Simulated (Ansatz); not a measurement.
# FGaH4N2: a ladder of functionals and wavefunction methods

The task here is to estimate one member of a computed series from the others.

Method: functionals in def2-TZVPP, the program's frozen cores in correlated methods; program: Ansatz 0.2.0, Gaussian basis.

The runs, in order: LDA (SPW92), PBE-D4, revPBE-D4, BLYP-D4, r2SCAN-D4, B97M-V, PBE0-D4, B3LYP-D4, r2SCANh-D4, r2SCAN0-D4, HSE06-D4, BHLYP-D4, CAM-B3LYP-D4, LC-ωPBE, ωB97X-V, ωB97M-V, B2PLYP, PBE-QIDH; CCSD(T)/def2-SVP; CCSD(T)/def2-TZVPP; MP2/def2-QZVPP; extrapolation to the limit; RPA on PBE.

### Structure used throughout

The geometry comes from an earlier relaxation with PBE0-D4 in a triple-zeta def2 set; it is a stationary point, not always the lowest conformer.

SMILES `[NH2][Ga]([NH2])[F]`, 8 atoms, charge 0, spin multiplicity 1.

Atoms are counted from 1 here; the program's logs count them from 0.

Bond lengths: N1–Ga2 1.806 Å, N1–H5 1.007 Å, N1–H6 1.006 Å, Ga2–N3 1.806 Å, Ga2–F4 1.758 Å, N3–H7 1.006 Å, N3–H8 1.007 Å. Angles: Ga2–N1–H5 119.2°, Ga2–N1–H6 121.7°, H5–N1–H6 111.5°, N1–Ga2–N3 128.9°, N1–Ga2–F4 115.6°, N3–Ga2–F4 115.6°, Ga2–N3–H7 121.6°, Ga2–N3–H8 119.2°, H7–N3–H8 111.5°.

Set-up of the first run:

File in.yaml:

```yaml
crystal:
  periodic: [false, false, false]
  atoms:
    - {symbol: N, position_ang: [-0.594832, 1.508049, -0.352591]}
    - {symbol: Ga, position_ang: [-0.208031, -0.256031, -0.330003]}
    - {symbol: N, position_ang: [0.873766, -1.164740, 0.795207]}
    - {symbol: F, position_ang: [-0.991846, -1.220700, -1.573480]}
    - {symbol: H, position_ang: [-1.381060, 1.831186, -0.891545]}
    - {symbol: H, position_ang: [-0.429431, 2.094933, 0.447326]}
    - {symbol: H, position_ang: [1.565700, -0.696487, 1.355218]}
    - {symbol: H, position_ang: [1.165755, -2.096199, 0.549868]}
basis:
  gaussian: {orbitals: def2-TZVPP}
hamiltonian: {xc: lda}
output: {orbitals: {seedname: orbitals}}
```

Run with:

```sh
> ansatz run in.yaml --threads 4 --pin off --events-out ev --progress --plain --max-ram 10444MiB
```

Steps of the session up to this table: LDA; PBE-D4 (GGA); revPBE-D4 (GGA); BLYP-D4 (GGA); r2SCAN-D4 (meta-GGA); B97M-V (meta-GGA); PBE0-D4 (hybrid); B3LYP-D4 (hybrid); r2SCANh-D4 (hybrid); r2SCAN0-D4 (hybrid); HSE06-D4 (hybrid); BHLYP-D4 (hybrid); CAM-B3LYP-D4 (range-separated); LC-ωPBE (range-separated); ωB97X-V (range-separated); ωB97M-V (range-separated); B2PLYP (double hybrid); PBE-QIDH (double hybrid).

One table of the session follows, with a row left open; its other results are not shown here.

It belongs to the step «Frontier levels by functional». 

| functional | HOMO (eV) | gap (eV) |
| --- | --- | --- |
| LDA (SPW92) | -6.13 | 4.71 |
| PBE-D4 | -5.93 | 4.72 |
| revPBE-D4 | -5.86 | 4.76 |
| BLYP-D4 | ? | ? |
| r2SCAN-D4 | -6.25 | 5.47 |
| B97M-V | -6.29 | 5.19 |
| PBE0-D4 | -7.38 | 7.08 |
| B3LYP-D4 | -7.14 | 6.46 |
| r2SCANh-D4 | -6.79 | 6.32 |
| r2SCAN0-D4 | -7.61 | 7.59 |
| HSE06-D4 | -6.97 | 6.30 |
| BHLYP-D4 | -8.75 | 9.15 |
| CAM-B3LYP-D4 | -8.84 | 9.37 |
| LC-ωPBE | -10.27 | 12.20 |
| ωB97X-V | -9.86 | 11.54 |
| ωB97M-V | -9.77 | 11.10 |

Q: Estimate the row for BLYP-D4 from the others.

Worked estimate for «HOMO (eV)». Against the share of exact exchange, B3LYP-D4 (0.2, -7.14), BHLYP-D4 (0.5, -8.75) give a slope of -5.37 per unit share; at 0 the line stands at -6.07.

As computed: HOMO (eV): -5.81; gap (eV): 4.58. In «HOMO (eV)» the line misses by -0.26.
